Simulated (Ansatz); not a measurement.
# SnI2: a single-point run

Aim: a sound single-point run of SnI2. The structure is shown as the input types it. The cell is built on a prototype (fluorite) and needn't be the phase found in nature.

Method: density functional or hybrid calculation with the settings of its input, plane waves (as first typed), in Ansatz 0.2.0.

1 further run of the same task is left out (it didn't finish).

### Step 1. Starting point

The structure is cubic, space group Fm-3m (No. 225). The conventional cell has a = 7.829 Å, b = 7.829 Å, c = 7.829 Å, α = 90.00°, β = 90.00°, γ = 90.00°. Sn (site symmetry m-3m) has 8 I at 3.39 Å as nearest neighbours. I (site symmetry -43m) has 4 Sn at 3.39 Å as nearest neighbours.

Coordinates:

```cif
data_structure
_symmetry_space_group_name_H-M 'P 1'
_symmetry_Int_Tables_number 1
_cell_length_a 5.5358
_cell_length_b 5.5358
_cell_length_c 5.5358
_cell_angle_alpha 60.000
_cell_angle_beta 60.000
_cell_angle_gamma 60.000
_cell_volume 119.96
loop_
_atom_site_label
_atom_site_type_symbol
_atom_site_fract_x
_atom_site_fract_y
_atom_site_fract_z
_atom_site_occupancy
Sn1 Sn 0.00000 0.00000 0.00000 1
I1 I 0.25000 0.25000 0.25000 1
I2 I 0.75000 0.75000 0.75000 1
```

### Step 2. The calculation

input.yaml

```yaml
crystal:
  lattice:
    - [0.0, 3.9144023984, 3.9144023984]
    - [3.9144023984, 0.0, 3.9144023984]
    - [3.9144023984, 3.9144023984, 0.0]
  atoms:
    - { symbol: Sn, position: [0.0, 0.0, 0.0] }
    - { symbol: I, position: [0.25, 0.25, 0.25] }
    - { symbol: I, position: [0.75, 0.75, 0.75] }
kpoints:
  mp_grid: { grid: [4, 4, 4] }
hamiltonian:
  xc: r2scan
scf:
  occupations: { method: fixed }
  n_extra_bands: 4
  max_iter: 75
output:
  forces: true
  stress: true
  eigenvalues: true
basis:
  ecutrho_ratio: 2
```

Started as:

```console
$ ansatz run input.yaml --threads 4 --pin off --max-ram 3686MiB --backend cpu --events-out ev --progress --plain --runs-dir out
```

**Question.** How will this run end, and is anything wrong with its input?

This run ends as converged, with warnings (cutoff below recommended). Its log warns: «basis.ecutrho_ratio = 2 (ecutrho = 1000 eV) is below the records' recommended 2000 eV»

Look at the input: basis.ecutrho_ratio is 2. The density cutoff must be at least four times the energy cutoff of the waves.

The test: delete basis.ecutrho_ratio (the default then holds).
